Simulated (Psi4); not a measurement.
**U-r2SCAN/def2-SVPD run of GaHClO (SMILES [O][GaH][Cl])**

What is the vertical electron affinity of GaHClO at U-r2SCAN/def2-SVPD? 

The calculation is run with Psi4 1.11.

## 1. Starting point

GaHClO has 4 atoms, charge 0, and is taken as a doublet. As SMILES, `[O][GaH][Cl]`. The shape is that of a PBE0-D4/def2-TZVP optimisation.

Bond lengths: O1–Ga2 1.796 Å, Ga2–Cl3 2.128 Å, Ga2–H4 1.543 Å. Angles: O1–Ga2–Cl3 112.7°, O1–Ga2–H4 122.7°, Cl3–Ga2–H4 124.6°.

## 2. Energy and gradient at U-r2SCAN/def2-SVPD

Contents of job.inp:

```
memory 2200 mb

molecule mol {
  0 2
  O
  Ga 1 1.796336
  Cl 2 2.127988 1 112.71711
  H 2 1.542936 1 122.68972 3 179.95921
  symmetry c1
}

set globals {
  reference uks
  puream true
  e_convergence 1e-09
  d_convergence 1e-08
  scf_type pk
  dft_radial_points 99
  dft_spherical_points 590
  maxiter 100
}

result, w = gradient("r2scan/def2-SVPD", return_wfn=True)
print_variables()
```

On the command line:

```console
$ psi4 job.inp job.out -n 1
```

job.out:

```text
[...]
  Running in c1 symmetry.
[...]
  Nuclear repulsion =  240.936490347664119
[...]
  Multiplicity = 2
[...]
  Nalpha       = 29
  Nbeta        = 28
[...]
    Number of basis functions: 96
[...]
   @UKS iter   1: -2457.94746288050101   -9.38294e-01   2.87229e-02 ADIIS/DIIS
[...]
   @UKS iter  20: -2460.36192387599522    2.27374e-12   8.38994e-09 DIIS
[...]
   @S^2 Observed:                7.561283466E-01
[...]
    Orbital Energies [Eh]
    ---------------------
    Alpha Occupied:
       1A   -372.007147     2A   -101.186362     3A    -45.777759
       4A    -40.513012     5A    -40.510035     6A    -40.509042
       7A    -19.037081     8A     -9.384221     9A     -7.132661
      10A     -7.126929    11A     -7.126026    12A     -5.497940
      13A     -3.769606    14A     -3.762437    15A     -3.759121
      16A     -0.942213    17A     -0.829959    18A     -0.809672
      19A     -0.809012    20A     -0.806942    21A     -0.795176
      22A     -0.764934    23A     -0.450233    24A     -0.399359
      25A     -0.355196    26A     -0.342651    27A     -0.330277
      28A     -0.311245    29A     -0.305679
    Alpha Virtual:
[...]
  @UKS Final Energy: -2460.36192387599522
   => Energetics <=
    Nuclear Repulsion Energy =            240.9364903476641189
    One-Electron Energy =               -3902.4088463462112486
    Two-Electron Energy =                1313.2614047202089296
    DFT Exchange-Correlation Energy =    -112.1509725976571019
    Empirical Dispersion Energy =           0.0000000000000000
    VV10 Nonlocal Energy =                  0.0000000000000000
    Total Energy =                      -2460.3619238759952168
[...]
 Multipole Moments:
 ------------------------------------------------------------------------------------
     Multipole            Electronic (a.u.)      Nuclear  (a.u.)        Total (a.u.)
 ------------------------------------------------------------------------------------
 L = 1.  Multiply by 2.5417464519 to convert [e a0] to [Debye]
 Dipole X            :         -0.0011982            0.0009169           -0.0002814
 Dipole Y            :          1.2397454           -0.6152189            0.6245265
 Dipole Z            :          0.4661415            0.0658202            0.5319618
 Magnitude           :                                                    0.8203760
[...]
  -Total Gradient:
     Atom            X                  Y                   Z
    ------   -----------------  -----------------  -----------------
       1        0.000008946714     0.000322530202     0.002440025915
       2       -0.000029532542    -0.007305238320    -0.001648902677
       3        0.000007737203     0.004485357112    -0.001616728065
       4        0.000012929874     0.001765737226     0.001144609948
[...]
```

Wall time 76 s (1 thread of Intel Xeon Platinum 8259CL at 2.50GHz (Skylake/Cascade Lake), shared host); peak memory 1 GiB.

## 3. The singlet anion, same level

Contents of clgaho.json:

```json
{
 "schema_name": "qcschema_input",
 "schema_version": 1,
 "molecule": {
  "schema_name": "qcschema_molecule",
  "schema_version": 2,
  "symbols": ["O", "Ga", "Cl", "H"],
  "geometry": [-3.28774551, -0.22242076, -0.40099988, 0.05839254, 0.27268748, -0.11565124, 1.98553524, -2.94287049, 1.33943788, 1.34869754, 2.77884227, -0.86114819],
  "molecular_charge": -1,
  "molecular_multiplicity": 1,
  "fix_symmetry": "c1",
  "fix_com": true,
  "fix_orientation": true
 },
 "driver": "gradient",
 "model": {
  "method": "r2scan",
  "basis": "def2-SVPD"
 },
 "keywords": {
  "reference": "rks",
  "puream": true,
  "e_convergence": 1e-09,
  "d_convergence": 1e-08,
  "scf_type": "pk",
  "dft_radial_points": 99,
  "dft_spherical_points": 590
 }
}
```

On the command line:

```console
$ psi4 --qcschema clgaho.json -n 1 --memory 2200MB
```

stdout:

```text
[...]
  Running in c1 symmetry.
[...]
  Nuclear repulsion =  240.936455086215517
[...]
  Multiplicity = 1
[...]
  Nalpha       = 29
  Nbeta        = 29
[...]
    Number of basis functions: 96
[...]
   @RKS iter   1: -2458.26645763353781   -1.25729e+00   2.84309e-02 ADIIS/DIIS
[...]
   @RKS iter  15: -2460.46204354685960   -5.91172e-12   6.17331e-09 DIIS
[...]
    Orbital Energies [Eh]
    ---------------------
    Doubly Occupied:
       1A   -371.761409     2A   -100.990290     3A    -45.532227
       4A    -40.267790     5A    -40.264636     6A    -40.263155
       7A    -18.692228     8A     -9.189245     9A     -6.936457
      10A     -6.932353    11A     -6.931490    12A     -5.252470
      13A     -3.524163    14A     -3.517845    15A     -3.512181
      16A     -0.613232    17A     -0.607660    18A     -0.565610
      19A     -0.564757    20A     -0.560840    21A     -0.549673
      22A     -0.519976    23A     -0.234488    24A     -0.157031
      25A     -0.136427    26A     -0.127813    27A     -0.047976
      28A     -0.010111    29A      0.008937
[...]
  @RKS Final Energy: -2460.46204354685960
   => Energetics <=
    Nuclear Repulsion Energy =            240.9364550862155170
    One-Electron Energy =               -3916.1075580054048260
    Two-Electron Energy =                1327.0872303914457007
    DFT Exchange-Correlation Energy =    -112.3781710191161096
    Empirical Dispersion Energy =           0.0000000000000000
    VV10 Nonlocal Energy =                  0.0000000000000000
    Total Energy =                      -2460.4620435468596042
[...]
 Multipole Moments:
 ------------------------------------------------------------------------------------
     Multipole            Electronic (a.u.)      Nuclear  (a.u.)        Total (a.u.)
 ------------------------------------------------------------------------------------
 L = 1.  Multiply by 2.5417464519 to convert [e a0] to [Debye]
 Dipole X            :         -8.8892938           10.6110013            1.7217075
 Dipole Y            :         41.4890138          -40.5760103            0.9130035
 Dipole Z            :        -15.1884675           15.1161083           -0.0723592
 Magnitude           :                                                    1.9501508
[...]
  -Total Gradient:
     Atom            X                  Y                   Z
    ------   -----------------  -----------------  -----------------
       1       -0.039939191270    -0.008124802159    -0.002600676633
       2        0.078248660680    -0.012338922164     0.015511716114
       3       -0.025259013182     0.023356944633    -0.012148095130
       4       -0.012893297897    -0.003316113389    -0.000585164593
[...]
```

The result, in JSON:

```text
{
 "driver": "gradient",
 "model": {
  "method": "r2scan",
  "basis": "def2-SVPD"
 },
 "success": true,
 "return_result": [-0.039939191270422336, -0.008124802159241329, -0.0026006766327338893, 0.07824866068041461, -0.012338922164305391, 0.015511716114151643, -0.025259013182168957, 0.023356944632507315, -0.012148095130482386, -0.012893297897038393, -0.0033161133886148164, -0.000585164593433489],
 "properties": {
  "calcinfo_nbasis": 96,
  "calcinfo_nmo": 96,
  "calcinfo_nalpha": 29,
  "calcinfo_nbeta": 29,
  "calcinfo_natom": 4,
  "nuclear_repulsion_energy": 240.93645508621552,
  "return_energy": -2460.4620435468596,
  "return_gradient": [-0.039939191270422336, -0.008124802159241329, -0.0026006766327338893, 0.07824866068041461, -0.012338922164305391, 0.015511716114151643, -0.025259013182168957, 0.023356944632507315, -0.012148095130482386, -0.012893297897038393, -0.0033161133886148164, -0.000585164593433489],
  "scf_one_electron_energy": -3916.107558005405,
  "scf_two_electron_energy": 1327.0872303914457,
  "scf_xc_energy": -112.37817101911611,
  "scf_dipole_moment": [1.7217074981156895, 0.9130035154779534, -0.07235920984621913],
  "scf_total_energy": -2460.4620435468596,
  "scf_total_gradient": [-0.039939191270422336, -0.008124802159241329, -0.0026006766327338893, 0.07824866068041461, -0.012338922164305391, 0.015511716114151643, -0.025259013182168957, 0.023356944632507315, -0.012148095130482386, -0.012893297897038393, -0.0033161133886148164, -0.000585164593433489],
  "scf_iterations": 15
 }
}
```

Wall time 44 s (1 thread of Intel Xeon Platinum 8259CL at 2.50GHz (Skylake/Cascade Lake), shared host); peak memory 1 GiB.

## 4. Outcome

At U-r2SCAN/def2-SVPD:

```
                                                            quantity           value
                                        doublet GaHClO: total energy  -2460.36192 Eh
                                       doublet GaHClO: dipole moment          2.09 D
                  doublet GaHClO: HOMO energy (highest over α and β)        -7.91 eV
                   doublet GaHClO: LUMO energy (lowest over α and β)        -5.61 eV
                                                doublet GaHClO: ⟨S²⟩           0.756
                            doublet GaHClO: largest force on an atom      0.385 eV/Å
                                         singlet anion: total energy  -2460.46204 Eh
                                          singlet anion: HOMO energy         0.24 eV
                                          singlet anion: LUMO energy         3.55 eV
singlet anion: HOMO–LUMO gap (to an unbound level, set by the basis)         3.30 eV
                             singlet anion: largest force on an atom      4.151 eV/Å
                   vertical electron affinity (to the singlet anion)        2.724 eV
```

In words: At fixed nuclei the extra electron is bound by 2.72 eV (263 kJ/mol). The largest force (doublet GaHClO) is 0.39 eV/Å: the shape isn't a stationary point for this species at this level. The HOMO (singlet anion) lies at positive energy, 0.24 eV, as semi-local functionals often give for anions; only total energies tell whether the electron is bound.
